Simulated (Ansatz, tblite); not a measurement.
# The cluster Te₄Pt: a ladder of methods and basis sets

How do method and basis change the picture of the cluster Te₄Pt (singlet)?

Computed with Ansatz 0.2.0, Gaussian basis. Level: as each input shows.

Levels to be run: GFN1-xTB, GFN2-xTB, PBE-D4/def2-TZVP, r2SCAN-D4/def2-TZVP, BHLYP-D4/def2-TZVP, LC-ωPBE/def2-TZVP, HF/def2-TZVP, PBE-D4/def2-SVP, PBE0-D4/def2-SVP, CCSD(T)/def2-SVP, MP2/def2-TZVP.

2 further runs of the same task are left out: 2 set aside as unsound or not needed.

## Step 1: The geometry

The geometry is that of the singlet, from an earlier relaxation (B3LYP-D4/def2-SVP). At that level it is the lowest of the isomers that a small search found.

5 atoms, charge 0, spin multiplicity 1.

Bond lengths: Pt1–Te2 2.631 Å, Pt1–Te3 2.632 Å, Pt1–Te4 2.630 Å, Pt1–Te5 2.631 Å, Te2–Te5 2.700 Å, Te3–Te4 2.701 Å. Angles: Te2–Pt1–Te3 118.3°, Te2–Pt1–Te4 179.9°, Te2–Pt1–Te5 61.7°, Te3–Pt1–Te4 61.8°, Te3–Pt1–Te5 179.9°, Te4–Pt1–Te5 118.2°, Pt1–Te2–Te5 59.1°, Pt1–Te3–Te4 59.1°, Pt1–Te4–Te3 59.1°, Pt1–Te5–Te2 59.1°.

Pt, Te take a core potential in the def2 sets. No spin-orbit coupling is included.

PBE0-D4/def2-TZVP was run before; its log isn't repeated, and its numbers join the tables.

## Step 2: GFN1-xTB

Tight binding, by tblite at 300 K electronic temperature and without a spin-polarisation term:

```python
tblite.interface.Calculator('GFN1-xTB', numbers, positions, charge=0, uhf=0).singlepoint()
```

Energy -533.3503 eV, HOMO -9.46 eV, LUMO -9.28 eV; 0.011 s.

## Step 3: GFN2-xTB

Tight binding, by tblite at 300 K electronic temperature and without a spin-polarisation term:

```python
tblite.interface.Calculator('GFN2-xTB', numbers, positions, charge=0, uhf=0).singlepoint()
```

Energy -463.4724 eV, HOMO -9.97 eV, LUMO -9.82 eV; 0.014 s.

## Step 4: PBE-D4/def2-TZVP

start.molden holds the orbitals of an earlier run on this state, given as this run's starting guess.

in.yaml reads:

```yaml
crystal:
  periodic: [false, false, false]
  atoms:
    - {symbol: Pt, position_ang: [0.000982, 0.000011, 0.000052]}
    - {symbol: Te, position_ang: [1.312210, -2.280900, 0.027780]}
    - {symbol: Te, position_ang: [1.387335, 2.236912, -0.023968]}
    - {symbol: Te, position_ang: [-1.312894, 2.278499, -0.027641]}
    - {symbol: Te, position_ang: [-1.387644, -2.234531, 0.023778]}
basis:
  gaussian: {orbitals: def2-TZVP, initial_orbitals: start.molden}
hamiltonian: {xc: pbe, dispersion: d4}
scf: {omitted_lower_state_checks: [starts]}
output: {forces: true, orbitals: {seedname: orbitals}}
```

Started as:

```
ansatz run in.yaml --threads 4 --pin off --events-out ev --progress --plain --max-ram 8704MiB
```

Further steps of the session: r2SCAN-D4/def2-TZVP; BHLYP-D4/def2-TZVP; LC-ωPBE/def2-TZVP; HF/def2-TZVP; PBE-D4/def2-SVP; PBE0-D4/def2-SVP; CCSD(T)/def2-SVP; MP2/def2-TZVP.

Before running them: what should the planned runs give, taken together? Wanted: gap in def2-TZVP, named functionals and Hartree-Fock, smallest and largest; correlation energy, CCSD(T)/def2-SVP; correlation energy, MP2/def2-TZVP; binding an atom, functionals in def2-TZVP; PBE0 total energy, smallest basis above largest.

**Answer**, as computed:

| quantity | value |
| --- | --- |
| gap in def2-TZVP, named functionals and Hartree-Fock, smallest and largest | 0.32 eV (PBE0-D4), 3.66 eV (LC-ωPBE) |
| correlation energy, CCSD(T)/def2-SVP | -26.13 eV |
| correlation energy, MP2/def2-TZVP | -66.14 eV |
| binding an atom, functionals in def2-TZVP | 1.86 (BHLYP-D4) to 2.61 eV (PBE-D4) |
| PBE0 total energy, smallest basis above largest | 1.63 eV (def2-SVP, def2-TZVP) |

**Reading.** Over the named functionals and Hartree-Fock in def2-TZVP the gap runs from 0.32 eV (PBE0-D4) to 3.66 eV (LC-ωPBE). PBE-D4, r2SCAN-D4 leave an empty level below a filled one, so this occupation isn't an aufbau state there; left out of the range. Notes on CCSD(T)/def2-SVP and its Hartree-Fock reference, which MP2 shares: restricted state is unstable towards broken spin symmetry, state flagged by the program.
